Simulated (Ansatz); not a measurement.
# Ag+ with H2S: interaction against distance, part 1 of 3

How does the interaction of this pair fall off with distance, and which methods keep to CCSD(T) along the way?

Method: single points in def2-TZVPPD, with counterpoise; program: Ansatz 0.2.0, Gaussian basis.

Correlated methods freeze the cores. Filled d shells of the heavier atoms are correlated. Core potentials replace the inner electrons past krypton, and spin-orbit coupling is left out. B3LYP uses VWN-RPA correlation.

40 further runs of the same task are left out: 40 set aside as unsound or not needed.

## Step 1: The system as given

The relaxed pair: 4 atoms, charge 1, spin multiplicity 1.

Atoms are counted from 1 here; the program's logs count them from 0.

Bond lengths: Ag1–S2 2.440 Å, S2–H3 1.348 Å, S2–H4 1.348 Å. Angles: Ag1–S2–H3 97.8°, Ag1–S2–H4 97.8°, H3–S2–H4 93.2°.

Coordinates:

```xyz
4
AgH2S
Ag   -0.1463   -0.0904   -1.9669
S     0.1586   -0.5276    0.4146
H    -0.9570    0.0868    0.8571
H     0.9446    0.5313    0.6952
```

Atoms 1 to 1 are fragment A, the rest fragment B. The contact Ag1–S2 is 2.44 Å. Interaction at this geometry, from earlier runs: PBE-D4 -184.59, r2SCAN-D4 -178.06, PBE0-D4 -161.92, B3LYP-D4 -162.82, wB97M-V -146.28, Hartree-Fock -80.82, MP2 -144.07, CCSD -124.76, CCSD(T) -132.22 kJ/mol. Each point needs the pair (ab) and both fragments with ghost atoms (a, b).

## Step 2: B moved by -0.24 Å, wB97M-V/def2-TZVPPD

Contents of ab/in.yaml:

```yaml
crystal:
  periodic: [false, false, false]
  atoms:
    - {symbol: Ag, position_ang: [-0.146262, -0.090382, -1.966860]}
    - {symbol: S, position_ang: [0.140509, -0.538824, 0.171446]}
    - {symbol: H, position_ang: [-0.975078, 0.075663, 0.613954]}
    - {symbol: H, position_ang: [0.926507, 0.520119, 0.452140]}
basis:
  gaussian: {orbitals: "def2-TZVPPD.json"}
total_charge: 1
hamiltonian: {xc: {name: wB97M-V}}
```

Contents of a/in.yaml:

```yaml
crystal:
  periodic: [false, false, false]
  atoms:
    - {symbol: Ag, position_ang: [-0.146262, -0.090382, -1.966860]}
basis:
  gaussian:
    orbitals: "def2-TZVPPD.json"
    ghost_atoms:
      - {symbol: S, position_ang: [0.140509, -0.538824, 0.171446]}
      - {symbol: H, position_ang: [-0.975078, 0.075663, 0.613954]}
      - {symbol: H, position_ang: [0.926507, 0.520119, 0.452140]}
total_charge: 1
hamiltonian: {xc: {name: wB97M-V}}
```

Contents of b/in.yaml:

```yaml
crystal:
  periodic: [false, false, false]
  atoms:
    - {symbol: S, position_ang: [0.140509, -0.538824, 0.171446]}
    - {symbol: H, position_ang: [-0.975078, 0.075663, 0.613954]}
    - {symbol: H, position_ang: [0.926507, 0.520119, 0.452140]}
basis:
  gaussian:
    orbitals: "def2-TZVPPD.json"
    ghost_atoms:
      - {symbol: Ag, position_ang: [-0.146262, -0.090382, -1.966860]}
hamiltonian: {xc: {name: wB97M-V}}
```

The basis file named in the input lies beside it (Basis Set Exchange, JSON).

Each run has its own folder and the same command.

The run is started by

```bash
ansatz run in.yaml --threads 2 --pin off --events-out ev --progress --plain --max-ram 5222MiB
```

ab printed (excerpt; [...] marks lines left out):

```text
Functional definition: wB97M-V
  name "wB97M-V"
  cite "Mardirossian & Head-Gordon, J. Chem. Phys. 144, 214110 (2016) doi:10.1063/1.4952647"
  cite "Becke, J. Chem. Phys. 107, 8554 (1997) doi:10.1063/1.475007"
  cite "Vydrov & Van Voorhis, J. Chem. Phys. 133, 244103 (2010) doi:10.1063/1.3521275"
  # Of w^i u^j: cxij and so on, Table III.
[...]
  gx(w, u) = 1 - cx + cx01*u + cx10*w
  gss(w, u) = css00 + css04*u^4 + css10*w + css20*w^2 + css43*w^4*u^3
  gos(w, u) = cos00 + cos10*w + (cos20 + cos21*u)*w^2 + (cos60 + cos61*u)*w^6
[...]
      + integral(e_c_pw_mod_opposite_spin*gos(b97_w_opposite, b97_u_opposite)) + vv10(b, c)
793 factors; their error is unknown
181 factors; integrals over basis functions are off by at most 3.8e-5 eV
[...]
mean field -14858.81006379 eV, -546.0511981811 hartree, gradient 5.1e-5 eV, S^2 0.000000; 0 other end points of the search recorded, 0 dependent functions left out
reference -14858.81011273 eV, -546.0511999798 hartree; 18, 18 occupied and 123, 123 virtual orbitals, 793 factors
Total energy: -14858.81011273 eV, -546.0511999798 hartree
```

a printed (excerpt; [...] marks lines left out):

```text
[... 5 set-up lines as earlier in the session ...]
  # Of w^i u^j: cxij and so on, Table III.
[...]
  gx(w, u) = 1 - cx + cx01*u + cx10*w
[...]
      + integral(e_c_pw_mod_opposite_spin*gos(b97_w_opposite, b97_u_opposite)) + vv10(b, c)
776 factors; their error is unknown
176 factors; integrals over basis functions are off by at most 3.4e-5 eV
[...]
mean field -3990.02537772 eV, -146.6307280949 hartree, gradient 2.6e-5 eV, S^2 0.000000; 0 other end points of the search recorded, 0 dependent functions left out
reference -3990.02540409 eV, -146.6307290641 hartree; 9, 9 occupied and 132, 132 virtual orbitals, 776 factors
Total energy: -3990.02540409 eV, -146.6307290641 hartree
```

Output in b (excerpt; [...] marks lines left out):

```text
[... 5 set-up lines as earlier in the session ...]
  # Of w^i u^j: cxij and so on, Table III.
[...]
  gx(w, u) = 1 - cx + cx01*u + cx10*w
[...]
      + integral(e_c_pw_mod_opposite_spin*gos(b97_w_opposite, b97_u_opposite)) + vv10(b, c)
735 factors; their error is unknown
161 factors; integrals over basis functions are off by at most 3.7e-5 eV
[...]
mean field -10867.54555503 eV, -399.3749328603 hartree, gradient 1.2e-5 eV, S^2 0.000000; 0 other end points of the search recorded, 0 dependent functions left out
reference -10867.54562644 eV, -399.3749354845 hartree; 9, 9 occupied and 132, 132 virtual orbitals, 735 factors
Total energy: -10867.54562644 eV, -399.3749354845 hartree
```

They took 6.5 s (ab), 4.6 s (a), 4.7 s (b) on 2 threads of Arm Neoverse V1, shared host; peak memory 0.32 GiB.

ab − a − b = -119.55 kJ/mol.

## Step 3: B moved by -0.24 Å, CCSD(T)/def2-TZVPPD

The same edit goes into each in.yaml of step 2 (ab, a, b):

```diff
-hamiltonian: {xc: {name: wB97M-V}}
+correlation: {method: ccsd_t}
```

The same command starts each run, in its folder.

The run is started by

```bash
ansatz run in.yaml --threads 2 --pin off --events-out ev --progress --plain --max-ram 5222MiB
```

Output in ab (excerpt; [...] marks lines left out):

```text
Functional definition: HF
  name "HF"
  cite "Fock, Z. Phys. 61, 126 (1930) doi:10.1007/BF01340294"
  parent pbe
[...]
869 factors; integrals over basis functions are off by at most 8.4e-4 eV
[...]
mean field -14819.38978477 eV, -544.6025296473 hartree, gradient 2.3e-6 eV, S^2 0.000000; 0 other end points of the search recorded, 0 dependent functions left out
5 core orbitals not correlated: weight in the atoms' cores, before any rotation towards them, 1.000 or more for the frozen orbitals, at most 0.000 for the correlated occupied ones
reference -14819.38978477 eV, -544.6025296473 hartree; 13, 13 occupied and 123, 123 virtual orbitals, 869 factors
second order -23.04060794 eV of doubles, -0.00000000 eV of singles
cycle   1  -22.11269777 eV  change    9.3e-1 eV  update   1.0e-1
[...]
cycle  10  -22.70598112 eV  change    6.7e-6 eV  update   2.9e-5
perturbative correction -0.74650884 eV, -0.0274336937 hartree
Total energy: -14842.84227473 eV, -545.4643927565 hartree
```

Output in a (excerpt; [...] marks lines left out):

```text
[... 4 set-up lines as earlier in the session ...]
[...]
874 factors; integrals over basis functions are off by at most 8.0e-4 eV
[...]
mean field -3969.68842267 eV, -145.8833587818 hartree, gradient 8.2e-7 eV, S^2 0.000000; 0 other end points of the search recorded, 0 dependent functions left out
reference -3969.68842267 eV, -145.8833587818 hartree; 9, 9 occupied and 132, 132 virtual orbitals, 874 factors
second order -16.78791225 eV of doubles, -0.00000000 eV of singles
cycle   1  -15.82729408 eV  change    9.6e-1 eV  update   6.0e-2
[...]
cycle   8  -16.11888737 eV  change    5.2e-6 eV  update   1.5e-5
perturbative correction -0.40805591 eV, -0.0149957780 hartree
Total energy: -3986.21536595 eV, -146.4907127448 hartree
```

b printed (excerpt; [...] marks lines left out):

```text
[... 4 set-up lines as earlier in the session ...]
[...]
869 factors; integrals over basis functions are off by at most 8.2e-4 eV
[...]
mean field -10849.40880859 eV, -398.7084197223 hartree, gradient 6.1e-6 eV, S^2 0.000000; 0 other end points of the search recorded, 0 dependent functions left out
5 core orbitals not correlated: weight in the atoms' cores, before any rotation towards them, 1.000 or more for the frozen orbitals, at most 0.000 for the correlated occupied ones
reference -10849.40880859 eV, -398.7084197223 hartree; 4, 4 occupied and 132, 132 virtual orbitals, 869 factors
second order -5.26046037 eV of doubles, -0.00000000 eV of singles
cycle   1  -5.73564438 eV  change   -4.8e-1 eV  update   5.0e-2
[...]
cycle   9  -5.91630890 eV  change    2.8e-6 eV  update   3.4e-6
perturbative correction -0.22977720 eV, -0.0084441562 hartree
Total energy: -10855.55489469 eV, -398.9342842205 hartree
```

They took 9 s (ab), 5 s (a), 2.7 s (b) on 2 threads of Arm Neoverse V1, shared host; peak memory 0.67 GiB.

Interaction: -103.43 kJ/mol.

## Step 4: B moved by -0.12 Å, wB97M-V/def2-TZVPPD

Contents of ab/in.yaml:

```yaml
crystal:
  periodic: [false, false, false]
  atoms:
    - {symbol: Ag, position_ang: [-0.146262, -0.090382, -1.966860]}
    - {symbol: S, position_ang: [0.149547, -0.533237, 0.292999]}
    - {symbol: H, position_ang: [-0.966041, 0.081251, 0.735508]}
    - {symbol: H, position_ang: [0.935544, 0.525706, 0.573694]}
basis:
  gaussian: {orbitals: "def2-TZVPPD.json"}
total_charge: 1
hamiltonian: {xc: {name: wB97M-V}}
```

Contents of a/in.yaml:

```yaml
crystal:
  periodic: [false, false, false]
  atoms:
    - {symbol: Ag, position_ang: [-0.146262, -0.090382, -1.966860]}
basis:
  gaussian:
    orbitals: "def2-TZVPPD.json"
    ghost_atoms:
      - {symbol: S, position_ang: [0.149547, -0.533237, 0.292999]}
      - {symbol: H, position_ang: [-0.966041, 0.081251, 0.735508]}
      - {symbol: H, position_ang: [0.935544, 0.525706, 0.573694]}
total_charge: 1
hamiltonian: {xc: {name: wB97M-V}}
```

Contents of b/in.yaml:

```yaml
crystal:
  periodic: [false, false, false]
  atoms:
    - {symbol: S, position_ang: [0.149547, -0.533237, 0.292999]}
    - {symbol: H, position_ang: [-0.966041, 0.081251, 0.735508]}
    - {symbol: H, position_ang: [0.935544, 0.525706, 0.573694]}
basis:
  gaussian:
    orbitals: "def2-TZVPPD.json"
    ghost_atoms:
      - {symbol: Ag, position_ang: [-0.146262, -0.090382, -1.966860]}
hamiltonian: {xc: {name: wB97M-V}}
```

Each run has its own folder and the same command.

The run is started by

```bash
ansatz run in.yaml --threads 2 --pin off --events-out ev --progress --plain --max-ram 5222MiB
```

Log of ab (excerpt; [...] marks lines left out):

```text
[... 5 set-up lines as earlier in the session ...]
  # Of w^i u^j: cxij and so on, Table III.
[...]
  gx(w, u) = 1 - cx + cx01*u + cx10*w
[...]
      + integral(e_c_pw_mod_opposite_spin*gos(b97_w_opposite, b97_u_opposite)) + vv10(b, c)
793 factors; their error is unknown
181 factors; integrals over basis functions are off by at most 4.0e-5 eV
[...]
mean field -14859.01846686 eV, -546.0588568527 hartree, gradient 5.9e-5 eV, S^2 0.000000; 0 other end points of the search recorded, 0 dependent functions left out
reference -14859.01851607 eV, -546.0588586610 hartree; 18, 18 occupied and 123, 123 virtual orbitals, 793 factors
Total energy: -14859.01851607 eV, -546.0588586610 hartree
```

Output in a (excerpt; [...] marks lines left out):

```text
[... 5 set-up lines as earlier in the session ...]
  # Of w^i u^j: cxij and so on, Table III.
[...]
  gx(w, u) = 1 - cx + cx01*u + cx10*w
[...]
      + integral(e_c_pw_mod_opposite_spin*gos(b97_w_opposite, b97_u_opposite)) + vv10(b, c)
776 factors; their error is unknown
176 factors; integrals over basis functions are off by at most 3.3e-5 eV
[...]
mean field -3990.02520809 eV, -146.6307218611 hartree, gradient 2.5e-5 eV, S^2 0.000000; 0 other end points of the search recorded, 0 dependent functions left out
reference -3990.02523405 eV, -146.6307228151 hartree; 9, 9 occupied and 132, 132 virtual orbitals, 776 factors
Total energy: -3990.02523405 eV, -146.6307228151 hartree
```

Output in b (excerpt; [...] marks lines left out):

```text
[... 5 set-up lines as earlier in the session ...]
  # Of w^i u^j: cxij and so on, Table III.
[...]
  gx(w, u) = 1 - cx + cx01*u + cx10*w
[...]
      + integral(e_c_pw_mod_opposite_spin*gos(b97_w_opposite, b97_u_opposite)) + vv10(b, c)
735 factors; their error is unknown
161 factors; integrals over basis functions are off by at most 3.9e-5 eV
[...]
mean field -10867.54512597 eV, -399.3749170928 hartree, gradient 1.2e-5 eV, S^2 0.000000; 0 other end points of the search recorded, 0 dependent functions left out
reference -10867.54519651 eV, -399.3749196850 hartree; 9, 9 occupied and 132, 132 virtual orbitals, 735 factors
Total energy: -10867.54519651 eV, -399.3749196850 hartree
```

They took 6.5 s (ab), 4.6 s (a), 4.7 s (b) on 2 threads of Arm Neoverse V1, shared host; peak memory 0.32 GiB.

This point gives -139.72 kJ/mol.

## Step 5: B moved by -0.12 Å, CCSD(T)/def2-TZVPPD

Each input of step 4 (ab, a, b) changes in the same lines:

```diff
-hamiltonian: {xc: {name: wB97M-V}}
+correlation: {method: ccsd_t}
```

The same command starts each run, in its folder.

The run is started by

```bash
ansatz run in.yaml --threads 2 --pin off --events-out ev --progress --plain --max-ram 5222MiB
```

ab printed (excerpt; [...] marks lines left out):

```text
[... 4 set-up lines as earlier in the session ...]
[...]
865 factors; integrals over basis functions are off by at most 1.1e-3 eV
[...]
mean field -14819.74524232 eV, -544.6155924712 hartree, gradient 2.0e-6 eV, S^2 0.000000; 0 other end points of the search recorded, 0 dependent functions left out
5 core orbitals not correlated: weight in the atoms' cores, before any rotation towards them, 1.000 or more for the frozen orbitals, at most 0.000 for the correlated occupied ones
reference -14819.74524232 eV, -544.6155924712 hartree; 13, 13 occupied and 123, 123 virtual orbitals, 865 factors
second order -22.83699802 eV of doubles, -0.00000000 eV of singles
cycle   1  -22.00110151 eV  change    8.4e-1 eV  update   9.6e-2
[...]
cycle  10  -22.57184932 eV  change    1.9e-5 eV  update   3.1e-5
perturbative correction -0.72679617 eV, -0.0267092668 hartree
Total energy: -14843.04388782 eV, -545.4718019007 hartree
```

Log of a (excerpt; [...] marks lines left out):

```text
[... 4 set-up lines as earlier in the session ...]
[...]
870 factors; integrals over basis functions are off by at most 1.1e-3 eV
[...]
mean field -3969.68828318 eV, -145.8833536555 hartree, gradient 8.1e-7 eV, S^2 0.000000; 0 other end points of the search recorded, 0 dependent functions left out
reference -3969.68828318 eV, -145.8833536555 hartree; 9, 9 occupied and 132, 132 virtual orbitals, 870 factors
second order -16.77483427 eV of doubles, -0.00000000 eV of singles
cycle   1  -15.81605483 eV  change    9.6e-1 eV  update   5.9e-2
[...]
cycle   7  -16.10675233 eV  change   -1.2e-6 eV  update   2.1e-5
perturbative correction -0.40622736 eV, -0.0149285802 hartree
Total energy: -3986.20126287 eV, -146.4901944661 hartree
```

b printed (excerpt; [...] marks lines left out):

```text
[... 4 set-up lines as earlier in the session ...]
[...]
865 factors; integrals over basis functions are off by at most 1.1e-3 eV
[...]
mean field -10849.40864478 eV, -398.7084137024 hartree, gradient 7.0e-6 eV, S^2 0.000000; 0 other end points of the search recorded, 0 dependent functions left out
5 core orbitals not correlated: weight in the atoms' cores, before any rotation towards them, 1.000 or more for the frozen orbitals, at most 0.000 for the correlated occupied ones
reference -10849.40864478 eV, -398.7084137024 hartree; 4, 4 occupied and 132, 132 virtual orbitals, 865 factors
second order -5.25554104 eV of doubles, -0.00000000 eV of singles
cycle   1  -5.73162912 eV  change   -4.8e-1 eV  update   5.0e-2
[...]
cycle   9  -5.91233667 eV  change    2.8e-6 eV  update   3.5e-6
perturbative correction -0.22931738 eV, -0.0084272582 hartree
Total energy: -10855.55029883 eV, -398.9341153258 hartree
```

They took 9.5 s (ab), 5.5 s (a), 2.6 s (b) on 2 threads of Arm Neoverse V1, shared host; peak memory 0.67 GiB.

This point gives -124.69 kJ/mol.

## Step 6: B moved by +0.12 Å, wB97M-V/def2-TZVPPD

Contents of ab/in.yaml:

```yaml
crystal:
  periodic: [false, false, false]
  atoms:
    - {symbol: Ag, position_ang: [-0.146262, -0.090382, -1.966860]}
    - {symbol: S, position_ang: [0.167622, -0.522062, 0.536106]}
    - {symbol: H, position_ang: [-0.947966, 0.092425, 0.978615]}
    - {symbol: H, position_ang: [0.953619, 0.536880, 0.816801]}
basis:
  gaussian: {orbitals: "def2-TZVPPD.json"}
total_charge: 1
hamiltonian: {xc: {name: wB97M-V}}
```

Contents of a/in.yaml:

```yaml
crystal:
  periodic: [false, false, false]
  atoms:
    - {symbol: Ag, position_ang: [-0.146262, -0.090382, -1.966860]}
basis:
  gaussian:
    orbitals: "def2-TZVPPD.json"
    ghost_atoms:
      - {symbol: S, position_ang: [0.167622, -0.522062, 0.536106]}
      - {symbol: H, position_ang: [-0.947966, 0.092425, 0.978615]}
      - {symbol: H, position_ang: [0.953619, 0.536880, 0.816801]}
total_charge: 1
hamiltonian: {xc: {name: wB97M-V}}
```

Contents of b/in.yaml:

```yaml
crystal:
  periodic: [false, false, false]
  atoms:
    - {symbol: S, position_ang: [0.167622, -0.522062, 0.536106]}
    - {symbol: H, position_ang: [-0.947966, 0.092425, 0.978615]}
    - {symbol: H, position_ang: [0.953619, 0.536880, 0.816801]}
basis:
  gaussian:
    orbitals: "def2-TZVPPD.json"
    ghost_atoms:
      - {symbol: Ag, position_ang: [-0.146262, -0.090382, -1.966860]}
hamiltonian: {xc: {name: wB97M-V}}
```

The same command starts each run, in its folder.

The run is started by

```bash
ansatz run in.yaml --threads 2 --pin off --events-out ev --progress --plain --max-ram 5222MiB
```

ab printed (excerpt; [...] marks lines left out):

```text
[... 5 set-up lines as earlier in the session ...]
  # Of w^i u^j: cxij and so on, Table III.
[...]
  gx(w, u) = 1 - cx + cx01*u + cx10*w
[...]
      + integral(e_c_pw_mod_opposite_spin*gos(b97_w_opposite, b97_u_opposite)) + vv10(b, c)
793 factors; their error is unknown
181 factors; integrals over basis functions are off by at most 3.5e-5 eV
[...]
mean field -14859.06718195 eV, -546.0606470992 hartree, gradient 8.1e-5 eV, S^2 0.000000; 0 other end points of the search recorded, 0 dependent functions left out
reference -14859.06723311 eV, -546.0606489793 hartree; 18, 18 occupied and 123, 123 virtual orbitals, 793 factors
Total energy: -14859.06723311 eV, -546.0606489793 hartree
```

Log of a (excerpt; [...] marks lines left out):

```text
[... 5 set-up lines as earlier in the session ...]
  # Of w^i u^j: cxij and so on, Table III.
[...]
  gx(w, u) = 1 - cx + cx01*u + cx10*w
[...]
      + integral(e_c_pw_mod_opposite_spin*gos(b97_w_opposite, b97_u_opposite)) + vv10(b, c)
776 factors; their error is unknown
176 factors; integrals over basis functions are off by at most 4.0e-5 eV
[...]
mean field -3990.02487907 eV, -146.6307097700 hartree, gradient 6.4e-6 eV, S^2 0.000000; 0 other end points of the search recorded, 0 dependent functions left out
reference -3990.02490429 eV, -146.6307106965 hartree; 9, 9 occupied and 132, 132 virtual orbitals, 776 factors
Total energy: -3990.02490429 eV, -146.6307106965 hartree
```

Log of b (excerpt; [...] marks lines left out):

```text
[... 5 set-up lines as earlier in the session ...]
  # Of w^i u^j: cxij and so on, Table III.
[...]
  gx(w, u) = 1 - cx + cx01*u + cx10*w
[...]
      + integral(e_c_pw_mod_opposite_spin*gos(b97_w_opposite, b97_u_opposite)) + vv10(b, c)
735 factors; their error is unknown
161 factors; integrals over basis functions are off by at most 4.7e-5 eV
[...]
mean field -10867.54443356 eV, -399.3748916470 hartree, gradient 1.3e-5 eV, S^2 0.000000; 0 other end points of the search recorded, 0 dependent functions left out
reference -10867.54450249 eV, -399.3748941802 hartree; 9, 9 occupied and 132, 132 virtual orbitals, 735 factors
Total energy: -10867.54450249 eV, -399.3748941802 hartree
```

Wall times: 6 s (ab), 4.6 s (a), 4.6 s (b) on 2 threads of Arm Neoverse V1, shared host; peak memory 0.31 GiB.

ab − a − b = -144.52 kJ/mol.

(Continued in part 2 of 3.)
